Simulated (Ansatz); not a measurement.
# BFH7NOSi: the cost of one run

Program: Ansatz 0.2.0. Level of theory: RKS PBE/6-31G*. These are calculated values, not measurements.

## (1) The starting structure

Bond lengths: B1–O2 1.760 Å, O2–H3 1.010 Å, B1–F4 1.320 Å, B1–N5 1.550 Å, N5–H6 1.060 Å, N5–H7 1.060 Å, B1–Si8 2.250 Å, Si8–H9 1.460 Å, Si8–H10 1.460 Å, Si8–H11 1.460 Å, O2–H12 1.121 Å, Si8–H12 1.423 Å. Angles (14 of 23 angles, heavy atoms first): O2–B1–F4 120.0°, O2–B1–N5 120.0°, O2–B1–Si8 71.6°, F4–B1–N5 120.0°, F4–B1–Si8 96.8°, N5–B1–Si8 101.3°, B1–O2–H3 109.5°, B1–O2–H12 87.3°, B1–N5–H6 120.0°, B1–N5–H7 120.0°, B1–Si8–H9 109.5°, B1–Si8–H10 109.5°, B1–Si8–H11 109.5°, B1–Si8–H12 62.9°.

Coordinates:

```xyz
12

B     0.0000    0.0000    0.0000
O     0.0000    0.0000    1.7600
H    -0.9095   -0.2814    2.0971
F     1.1431    0.0000   -0.6600
N    -1.3423    0.0000   -0.7750
H    -2.0112   -0.8164   -0.6764
H    -1.5914    0.8164   -1.4036
Si    0.1008    2.1328    0.7095
H     0.6771    2.1737    2.0503
H     0.9351    2.9107   -0.2019
H    -1.2441    2.7001    0.7410
H     0.0529    1.1188    1.7067
```

## (2) Pulling towards end A

Springs on the bonds that form and break draw the guess towards this end; the thresholds are loose.

Input file input.yaml:

```yaml
crystal:
  periodic: [false, false, false]
  atoms:
    - { symbol: B, position_ang: [0.0, 0.0, 0.0] }
    - { symbol: O, position_ang: [0.0, 0.0, 1.76] }
    - { symbol: H, position_ang: [-0.9095, -0.2814, 2.0971] }
    - { symbol: F, position_ang: [1.1431, 0.0, -0.66] }
    - { symbol: "N", position_ang: [-1.3423, 0.0, -0.775] }
    - { symbol: H, position_ang: [-2.0112, -0.8164, -0.6764] }
    - { symbol: H, position_ang: [-1.5914, 0.8164, -1.4036] }
    - { symbol: Si, position_ang: [0.1008, 2.1328, 0.7095] }
    - { symbol: H, position_ang: [0.6771, 2.1737, 2.0503] }
    - { symbol: H, position_ang: [0.9351, 2.9107, -0.2019] }
    - { symbol: H, position_ang: [-1.2441, 2.7001, 0.741] }
    - { symbol: H, position_ang: [0.0529, 1.1188, 1.7067] }
basis:
  gaussian: { orbitals: "6-31G*" }
hamiltonian:
  xc: pbe
relax:
  f_tol: 0.15
  max_steps: 25
  restrain:
    - { distance: [0, 7], at: 3.15, k: 30.0 }
    - { distance: [11, 1], at: 2.21, k: 30.0 }
    - { distance: [0, 1], at: 1.41, k: 30.0 }
    - { distance: [11, 7], at: 1.46, k: 30.0 }
```

Started as:

```bash
> ansatz run input.yaml --threads 2 --pin off --max-ram 3072MiB --backend cpu --events-out ev --progress --plain --runs-dir out
```

What time and memory should one allow on 2 threads of AMD EPYC 9B14 (Zen 4), shared host?

About 23 s, with a peak of 0.19 GiB.
